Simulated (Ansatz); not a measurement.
# YHf2O2: the cost of one run

Method: DFT PBE, scalar-relativistic, plane waves, PAW, in Ansatz 0.2.0.

## Step 1: The structure to begin with

It takes space group I4/mmm (No. 139, tetragonal). Conventional cell: a = 3.649 Å, b = 3.649 Å, c = 11.734 Å, α = 90.00°, β = 90.00°, γ = 90.00°. Y (site symmetry 4/mmm) is surrounded by 8 O at 3.09 Å and 8 Hf at 3.45 Å. Hf (site symmetry -4m2) has 4 O at 2.20 Å as nearest neighbours. O (site symmetry 4mm) is surrounded by 4 Hf at 2.20 Å and 4 Y at 3.09 Å.

Structure file:

```cif
data_structure
_symmetry_space_group_name_H-M 'I4/mmm'
_symmetry_Int_Tables_number 139
_cell_length_a 3.6488
_cell_length_b 3.6488
_cell_length_c 11.7339
_cell_angle_alpha 90.000
_cell_angle_beta 90.000
_cell_angle_gamma 90.000
_cell_volume 156.22
loop_
_atom_site_label
_atom_site_type_symbol
_atom_site_symmetry_multiplicity
_atom_site_Wyckoff_symbol
_atom_site_fract_x
_atom_site_fract_y
_atom_site_fract_z
_atom_site_occupancy
Y1 Y 2 a 0.00000 0.00000 0.00000 1
Hf1 Hf 4 d 0.00000 0.50000 0.25000 1
O1 O 4 e 0.00000 0.00000 0.35476 1
```

A structure generator made this guess: species swapped into a database cell of BaAs2Rh2 (I4/mmm, No. 139), with Y on the Ba sites, O on the As sites and Hf on the Rh sites. The dimensions are guesses.

## Step 2: A first look at the guess

input.yaml

```yaml
crystal:
  lattice:
    - [-1.82437842, 1.82437842, 5.86693487]
    - [1.82437842, -1.82437842, 5.86693487]
    - [1.82437842, 1.82437842, -5.86693487]
  atoms:
    - { symbol: "Y", position: [0.0, 0.0, 0.0] }
    - { symbol: Hf, position: [0.75, 0.25, 0.5] }
    - { symbol: Hf, position: [0.25, 0.75, 0.5] }
    - { symbol: O, position: [0.35475916, 0.35475916, 0.0] }
    - { symbol: O, position: [0.64524084, 0.64524084, 0.0] }
basis:
  ecutwfc: 420
kpoints:
  mp_grid: { grid: [6, 6, 6] }
hamiltonian:
  xc: pbe
scf:
  occupations: { method: gaussian, width: 0.1 }
  lower_state_search: "off"
output:
  forces: true
  stress: true
  eigenvalues: true
```

Command:

```sh
$ ansatz run input.yaml --threads 1 --pin off --max-ram 2560MiB --backend cpu --events-out ev --progress --plain --runs-dir out
```

What time and memory should one allow on 1 thread of Intel Xeon Platinum 8259CL at 2.50GHz (Skylake/Cascade Lake), shared host?

About 6.7 s, with a peak of 0.47 GiB.
